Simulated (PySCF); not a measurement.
# C7H9NSSi: the cost of one run

Programs: PySCF 2.14.0, with density-fitted response routines of our own. Each step states its level of theory. These are calculated values for one molecule, in the gas phase or a continuum, unless marked as measured. Atoms count from 0, in the outputs and in this text.

## Step 1: The molecule as given

19 atoms, charge 0, multiplicity 1; geometry from: GFN2-xTB. The atoms were then displaced at random by about 0.01 Å, so the start is not that level's minimum.

Bonds of the start (Å): Si0–C1 1.91, C1–C2 1.47, C2–C3 1.37, C3–S4 1.72, S4–C5 1.72, C5–C6 1.42, C6–C7 1.38, C7–N8 1.38, N8–C9 1.35, C9–C2 1.42, C9–C5 1.38, Si0–H10 1.49, Si0–H11 1.44, Si0–H12 1.45, C1–H13 1.09, C1–H14 1.09, C3–H15 1.11, C6–H16 1.06, C7–H17 1.05, N8–H18 1.02.

## Step 2: Geometry optimisation at PBE0-D3(BJ)/def2-SVP

The job: settings as JSON, then the geometry in Å.

```
{"job": {"xc": "PBE0", "basis": "def2-SVP", "d3": "d3bj", "grid": 1, "shake": 0.01, "kind": "geom"}, "charge": 0, "multiplicity": 1}
Si    -2.615710    -0.015800    -0.749160
C     -1.457390     1.269950     0.051650
C     -0.352140     0.578760     0.739020
C     -0.197710     0.374410     2.084020
S      1.181190    -0.521240     2.574530
C      1.687220    -0.627900     0.933160
C      2.740040    -1.162210     0.147190
C      2.430130    -0.834480    -1.153100
N      1.237840    -0.136620    -1.166500
C      0.775120    -0.009730     0.098100
H     -3.662430     0.743480    -1.496900
H     -1.865370    -0.835860    -1.667770
H     -3.272430    -0.800600     0.281470
H     -1.064080     1.947820    -0.700570
H     -2.002880     1.878870     0.769050
H     -0.915830     0.708240     2.855240
H      3.594800    -1.687550     0.480960
H      2.940880    -1.055530    -2.044710
H      0.788010     0.193050    -2.014920
```

Launch:

```sh
> OMP_NUM_THREADS=1 python probes_run.py task.json out
```

One launch serves the whole session: the jobs run in the order shown.

Q: Estimate the wall time and peak memory of this first job on 1 thread of AMD EPYC, shared host.

About 8 min, with a peak of 0.89 GiB.
